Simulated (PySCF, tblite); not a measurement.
# C7H15BN2: geometry, infrared bands and NMR shifts

Wanted: the infrared bands and NMR shifts of C7H15BN2 (`[BH3-][NH2+]C[C@@]1(C#N)CC[C@H]1C`), by calculation.

Computed with tblite 0.8.0 and PySCF 2.14.0, with density-fitted response routines of our own, on a single molecule in the gas phase. Atoms count from 0, in the outputs and in this text.

**1. The starting structure**

25 atoms, charge 0, multiplicity 1; geometry from: force field or distance geometry start.

Bonds of the start (Å): B0–N1 1.56, N1–C2 1.46, C2–C3 1.57, C3–C4 1.46, C4–N5 1.17, C3–C6 1.54, C6–C7 1.52, C7–C8 1.52, C8–C9 1.54, C8–C3 1.54, B0–H10 1.19, B0–H11 1.18, B0–H12 1.20, N1–H13 1.05, N1–H14 1.04, C2–H15 1.12, C2–H16 1.11, C6–H17 1.12, C6–H18 1.10, C7–H19 1.11, C7–H20 1.11, C8–H21 1.12, C9–H22 1.10, C9–H23 1.11, C9–H24 1.12.

**2. Optimising the geometry with GFN2-xTB**

Job settings and geometry (Å):

```
{"job": {"kind": "relax", "xc": "GFN2-xTB", "basis": "xTB"}, "charge": 0, "multiplicity": 1}
B      3.169800     0.359100     0.888100
N      2.062900     0.207000    -0.197900
C      0.742700     0.513200     0.357200
C     -0.391000     0.275000    -0.699100
C     -0.165400     1.017700    -1.936300
N      0.007600     1.607300    -2.927100
C     -0.666000    -1.218500    -0.953200
C     -2.095900    -1.048400    -0.456600
C     -1.844600     0.429400    -0.198900
C     -2.071300     0.833200     1.271000
H      2.969900    -0.404800     1.783300
H      4.225400     0.128900     0.412800
H      3.160000     1.478900     1.322300
H      2.095200    -0.783900    -0.539800
H      2.293900     0.859700    -0.973700
H      0.694900     1.587400     0.675800
H      0.546500    -0.106200     1.258200
H     -0.092000    -1.915300    -0.292100
H     -0.622600    -1.511800    -2.016400
H     -2.839800    -1.218200    -1.265200
H     -2.310500    -1.644300     0.459200
H     -2.472000     1.069300    -0.872500
H     -3.150100     0.863600     1.493800
H     -1.601200     0.110800     1.969600
H     -1.657300     1.855700     1.446500
```

Run with:

```
OMP_NUM_THREADS=1 python probes_run.py task.json out
```

One launch serves the whole session: the jobs run in the order shown.

**Question.** This job is followed by: GFN2-xTB harmonic vibrations, gas phase; GIAO PBE0/pcSseg-1 NMR shielding, non-relativistic, gas phase. Predict these results of the whole session: strongest single infrared mode (GFN2-xTB); zero-point energy (GFN2-xTB); ¹³C shifts against TMS (PBE0/pcSseg-1); ¹H shifts against TMS (PBE0/pcSseg-1, means over atoms taken as alike); ¹¹B shifts against BF3·OEt2 (PBE0/pcSseg-1); ¹⁵N shifts against NH3 (PBE0/pcSseg-1).

The runs gave:

```
                                                              quantity                                                                 value
                             strongest single infrared mode (GFN2-xTB)                                                 2457 cm⁻¹, 304 km/mol
                                          zero-point energy (GFN2-xTB)                                                        133.8 kcal/mol
                                ¹³C shifts against TMS (PBE0/pcSseg-1)                         128.5, 54.2, 37.7, 32.9, 28.3, 23.7, 17.6 ppm
¹H shifts against TMS (PBE0/pcSseg-1, means over atoms taken as alike)  3.04, 2.93, 2.92, 2.86, 2.65, 2.52, 2.41, 2.03, 1.89, 1.62, 1.19 ppm
                           ¹¹B shifts against BF3·OEt2 (PBE0/pcSseg-1)                                                             -23.1 ppm
                                ¹⁵N shifts against NH3 (PBE0/pcSseg-1)                                                       304.7, 50.8 ppm
```

In words: Over 55 steps the energy fell by 0.378 eV; of the close pairs, B0–N1 changed most, 1.558 to 1.649 Å. The lowest mode is imaginary (40i cm⁻¹), so the xTB geometry is not a minimum. The strongest single mode, at 2457 cm⁻¹, moves mainly H11 and H12. Unscaled tight-binding wavenumbers are off by several per cent, some by more. Its intensities can rank the bands wrongly. At PBE0/pcSseg-1: The largest span, 465 ppm, is at N5, where the paramagnetic term is -379 ppm.
